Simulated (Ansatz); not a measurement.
# F3HSeSn: how energies converge with the basis set

Aim: see how fast density functionals converge with the basis set for F3HSeSn.

Method: one geometry, several basis sets; program: Ansatz 0.2.0, Gaussian basis.

The runs, in order: PBE0-D4/def2-SVP; ωB97M-V/def2-SVP; PBE0-D4/def2-QZVPP; ωB97M-V/def2-QZVPP; the functionals' def2-TZVPP values are taken from earlier runs.

### 1 The relaxed structure

All runs share one geometry, relaxed beforehand with PBE0-D4 in a triple-zeta def2 set. Sn takes the def2 core potential; no spin-orbit term is included.

SMILES `[F][Sn]([F])([F])[SeH]`, 6 atoms, charge 0, spin multiplicity 1.

Atoms are counted from 1 here; the program's logs count them from 0.

Bond lengths: F1–Sn2 1.893 Å, Sn2–F3 1.891 Å, Sn2–F4 1.893 Å, Sn2–Se5 2.472 Å, Se5–H6 1.472 Å. Angles: F1–Sn2–F3 106.1°, F1–Sn2–F4 103.2°, F1–Sn2–Se5 114.9°, F3–Sn2–F4 106.0°, F3–Sn2–Se5 110.8°, F4–Sn2–Se5 115.0°, Sn2–Se5–H6 89.2°.

### 2 PBE0-D4 in def2-SVP

Contents of in.yaml:

```yaml
crystal:
  periodic: [false, false, false]
  atoms:
    - {symbol: F, position_ang: [-0.672322, -0.947253, 1.659920]}
    - {symbol: Sn, position_ang: [0.275898, -0.418869, 0.109409]}
    - {symbol: F, position_ang: [2.079638, -0.903629, 0.407363]}
    - {symbol: F, position_ang: [-0.369673, -1.603290, -1.218246]}
    - {symbol: Se, position_ang: [0.094516, 1.981497, -0.453832]}
    - {symbol: H, position_ang: [-1.366057, 1.827443, -0.550715]}
basis:
  gaussian: {orbitals: def2-SVP}
hamiltonian: {xc: pbe0, dispersion: d4}
output: {orbitals: {seedname: orbitals}}
```

Command:

```sh
$ ansatz run in.yaml --threads 4 --pin off --events-out ev --progress --plain --max-ram 10444MiB
```

What it wrote:

```text
Functional definition: PBE0
  name "PBE0"
  cite "Adamo & Barone, J. Chem. Phys. 110, 6158 (1999) doi:10.1063/1.478522"
  cite "Perdew, Burke & Ernzerhof, Phys. Rev. Lett. 77, 3865 (1996) doi:10.1103/PhysRevLett.77.3865"
  parent pbe
  parameter a = 0.25
  parameter kappa = 0.804
  parameter beta = 0.06672455060314922
  exchange = (1 - a)*pbe_x(kappa = kappa, mu = beta*pi^2/3) + a*exact_x
  correlation = pbe_c(beta = beta)
1080 factors; integrals over basis functions are off by at most 1.2e-3 eV
mean field evaluation 1: about -79315.4136 eV, gradient 5.7e1 eV
mean field evaluation 2: about -79303.4763 eV, gradient 1.0e2 eV
mean field evaluation 4: about -79320.7208 eV, gradient 2.5e0 eV
mean field evaluation 8: about -79320.8223 eV, gradient 2.2e-1 eV
mean field evaluation 16: about -79320.8224 eV, gradient 1.1e-4 eV
mean field -79320.82242587 eV, -2914.9864585664 hartree, gradient 3.3e-5 eV, S^2 0.000000; 0 other end points of the search recorded, 0 dependent functions left out
reference -79320.82245487 eV, -2914.9864596320 hartree; 42, 42 occupied and 63, 63 virtual orbitals, 1080 factors
Total energy: -79320.95339271 eV, -2914.9912715089 hartree
```

It took 1.4 s on 4 threads of Arm Neoverse V2, shared host.

### 3 ωB97M-V in def2-SVP

in.yaml: that of step 2 with these lines changed.

```diff
@@ -11,3 +11,3 @@
   gaussian: {orbitals: def2-SVP}
-hamiltonian: {xc: pbe0, dispersion: d4}
+hamiltonian: {xc: {name: wB97M-V}}
 output: {orbitals: {seedname: orbitals}}
```

Same command.

What it wrote (excerpt; [...] marks lines left out):

```text
Functional definition: wB97M-V
  name "wB97M-V"
  cite "Mardirossian & Head-Gordon, J. Chem. Phys. 144, 214110 (2016) doi:10.1063/1.4952647"
  cite "Becke, J. Chem. Phys. 107, 8554 (1997) doi:10.1063/1.475007"
  cite "Vydrov & Van Voorhis, J. Chem. Phys. 133, 244103 (2010) doi:10.1063/1.3521275"
  # Of w^i u^j: cxij and so on, Table III.
[...]
  gx(w, u) = 1 - cx + cx01*u + cx10*w
  gss(w, u) = css00 + css04*u^4 + css10*w + css20*w^2 + css43*w^4*u^3
  gos(w, u) = cos00 + cos10*w + (cos20 + cos21*u)*w^2 + (cos60 + cos61*u)*w^6
[...]
      + integral(e_c_pw_mod_opposite_spin*gos(b97_w_opposite, b97_u_opposite)) + vv10(b, c)
1080 factors; integrals over basis functions are off by at most 1.2e-3 eV
219 factors; integrals over basis functions are off by at most 3.6e-6 eV
[...]
mean field -79329.17798447 eV, -2915.2935196811 hartree, gradient 6.9e-5 eV, S^2 0.000000; 0 other end points of the search recorded, 0 dependent functions left out
reference -79329.17803099 eV, -2915.2935213909 hartree; 42, 42 occupied and 63, 63 virtual orbitals, 1080 factors
Total energy: -79329.17803099 eV, -2915.2935213909 hartree
```

Wall time 5.5 s (4 threads of Arm Neoverse V2, shared host).

### 4 PBE0-D4 in def2-QZVPP

in.yaml: that of step 3 with these lines changed.

```diff
@@ -10,4 +10,4 @@
 basis:
-  gaussian: {orbitals: def2-SVP}
-hamiltonian: {xc: {name: wB97M-V}}
+  gaussian: {orbitals: "def2-QZVPP.json"}
+hamiltonian: {xc: pbe0, dispersion: d4}
 output: {orbitals: {seedname: orbitals}}
```

Launched as before.

What it wrote:

```text
Functional definition: PBE0
  name "PBE0"
  cite "Adamo & Barone, J. Chem. Phys. 110, 6158 (1999) doi:10.1063/1.478522"
  cite "Perdew, Burke & Ernzerhof, Phys. Rev. Lett. 77, 3865 (1996) doi:10.1103/PhysRevLett.77.3865"
  parent pbe
  parameter a = 0.25
  parameter kappa = 0.804
  parameter beta = 0.06672455060314922
  exchange = (1 - a)*pbe_x(kappa = kappa, mu = beta*pi^2/3) + a*exact_x
  correlation = pbe_c(beta = beta)
1642 factors; their error is unknown
mean field evaluation 1: about -79335.6705 eV, gradient 6.4e1 eV
mean field evaluation 2: about -79319.8350 eV, gradient 1.2e2 eV
mean field evaluation 4: about -79341.5469 eV, gradient 3.1e0 eV
mean field evaluation 8: about -79341.5637 eV, gradient 5.1e-1 eV
mean field evaluation 16: about -79341.8347 eV, gradient 1.4e-4 eV
mean field -79341.83470997 eV, -2915.7586457644 hartree, gradient 5.4e-5 eV, S^2 0.000000; 0 other end points of the search recorded, 0 dependent functions left out
reference -79341.83474479 eV, -2915.7586470437 hartree; 42, 42 occupied and 330, 330 virtual orbitals, 1642 factors
Total energy: -79341.96568263 eV, -2915.7634589206 hartree
```

Wall time 8.5 s (4 threads of Arm Neoverse V2, shared host); peak memory 1.4 GiB.

### 5 ωB97M-V in def2-QZVPP

in.yaml: that of step 4 with these lines changed.

```diff
@@ -11,3 +11,3 @@
   gaussian: {orbitals: "def2-QZVPP.json"}
-hamiltonian: {xc: pbe0, dispersion: d4}
+hamiltonian: {xc: {name: wB97M-V}}
 output: {orbitals: {seedname: orbitals}}
```

The command is unchanged.

What it wrote (excerpt; [...] marks lines left out):

```text
Functional definition: wB97M-V
  name "wB97M-V"
  cite "Mardirossian & Head-Gordon, J. Chem. Phys. 144, 214110 (2016) doi:10.1063/1.4952647"
  cite "Becke, J. Chem. Phys. 107, 8554 (1997) doi:10.1063/1.475007"
  cite "Vydrov & Van Voorhis, J. Chem. Phys. 133, 244103 (2010) doi:10.1063/1.3521275"
  # Of w^i u^j: cxij and so on, Table III.
[...]
  gx(w, u) = 1 - cx + cx01*u + cx10*w
  gss(w, u) = css00 + css04*u^4 + css10*w + css20*w^2 + css43*w^4*u^3
  gos(w, u) = cos00 + cos10*w + (cos20 + cos21*u)*w^2 + (cos60 + cos61*u)*w^6
[...]
      + integral(e_c_pw_mod_opposite_spin*gos(b97_w_opposite, b97_u_opposite)) + vv10(b, c)
1600 factors; their error is unknown
261 factors; integrals over basis functions are off by at most 1.9e-5 eV
[...]
mean field -79350.29500056 eV, -2916.0695557090 hartree, gradient 3.6e-5 eV, S^2 0.000000; 0 other end points of the search recorded, 0 dependent functions left out
reference -79350.29505957 eV, -2916.0695578773 hartree; 42, 42 occupied and 330, 330 virtual orbitals, 1600 factors
Total energy: -79350.29505957 eV, -2916.0695578773 hartree
```

Wall time 19 s (4 threads of Arm Neoverse V2, shared host); peak memory 1.6 GiB.

### 6 Density functionals: the series

The def2-TZVPP values come from earlier runs at the same geometry.

```csv
functional,basis,functions,energy (eV),from the largest (eV),HOMO (eV),LUMO (eV)
PBE0-D4,def2-SVP,105,-79320.9534,21.012,-8.43,-2.83
PBE0-D4,def2-TZVPP,205,-79340.0111,1.955,-8.54,-2.99
PBE0-D4,def2-QZVPP,372,-79341.9657,0.000,-8.55,-3.01
ωB97M-V,def2-SVP,105,-79329.1780,21.117,-10.60,-0.73
ωB97M-V,def2-TZVPP,205,-79348.4161,1.879,-10.73,-0.96
ωB97M-V,def2-QZVPP,372,-79350.2951,0.000,-10.74,-1.04
```

### 7 What came out

```
                                       quantity           value
PBE0-D4: double and triple zeta above quadruple  21.01, 1.95 eV
ωB97M-V: double and triple zeta above quadruple  21.12, 1.88 eV
```

What this shows: PBE0-D4 gains 19.06 eV from double to triple zeta, then 1.95 eV more. Total energies overstate the basis error of differences, where much of it tends to cancel.

For PBE0-D4 the largest set took about 6 times as long as the smallest (8.5 s against 1.4 s).
